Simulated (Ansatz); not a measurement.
# ClGaHO radical: how energies converge with the basis set

One table from this session's results is given with a row withheld; the runs are named, their logs left out.

Method: one geometry, several basis sets; program: Ansatz 0.2.0, Gaussian basis.

The runs, in order: PBE0-D4/def2-SVP; ωB97M-V/def2-SVP; PBE0-D4/def2-QZVPP; ωB97M-V/def2-QZVPP; the functionals' def2-TZVPP values are taken from earlier runs.

## The geometry

All runs share one geometry, relaxed beforehand with PBE0-D4 in a triple-zeta def2 set.

4 atoms, charge 0, spin multiplicity 2.

Atoms are counted from 1 here; the program's logs count them from 0.

Bond lengths: O1–Ga2 1.796 Å, Ga2–Cl3 2.128 Å, Ga2–H4 1.543 Å. Angles: O1–Ga2–Cl3 112.7°, O1–Ga2–H4 122.7°, Cl3–Ga2–H4 124.6°.

Set-up of the first run:

in.yaml

```yaml
crystal:
  periodic: [false, false, false]
  atoms:
    - {symbol: O, position_ang: [-1.739834, -0.117749, -0.212241]}
    - {symbol: Ga, position_ang: [0.030907, 0.144264, -0.061166]}
    - {symbol: Cl, position_ang: [1.050733, -1.557300, 0.708767]}
    - {symbol: H, position_ang: [0.713694, 1.470485, -0.455661]}
basis:
  gaussian: {orbitals: def2-SVP}
magnetization: {spin_polarized: true, initial_magnetization: 1}
hamiltonian: {xc: pbe0, dispersion: d4}
output: {orbitals: {seedname: orbitals}}
```

On the command line:

```sh
$ ansatz run in.yaml --threads 2 --pin off --events-out ev --progress --plain --max-ram 22528MiB --backend cpu
```

Steps of the session up to this table: PBE0-D4 in def2-SVP; ωB97M-V in def2-SVP; PBE0-D4 in def2-QZVPP; ωB97M-V in def2-QZVPP.

One table of the session follows, with a row left open; its other results are not shown here.

It belongs to the step «Density functionals: the series». 

| functional | basis | HOMO (eV) | LUMO (eV) |
| --- | --- | --- | --- |
| PBE0-D4 | def2-SVP | -8.87 | -4.18 |
| PBE0-D4 | def2-TZVPP | ? | ? |
| PBE0-D4 | def2-QZVPP | -9.11 | -4.35 |
| ωB97M-V | def2-SVP | -11.18 | -1.86 |
| ωB97M-V | def2-TZVPP | -11.37 | -2.08 |
| ωB97M-V | def2-QZVPP | -11.41 | -2.15 |

**Question.** Estimate the row for PBE0-D4, def2-TZVPP.

The run gave: HOMO (eV): -9.06; LUMO (eV): -4.31. In the column «HOMO (eV)» it lies between PBE0-D4, def2-QZVPP (-9.11) and PBE0-D4, def2-SVP (-8.87).
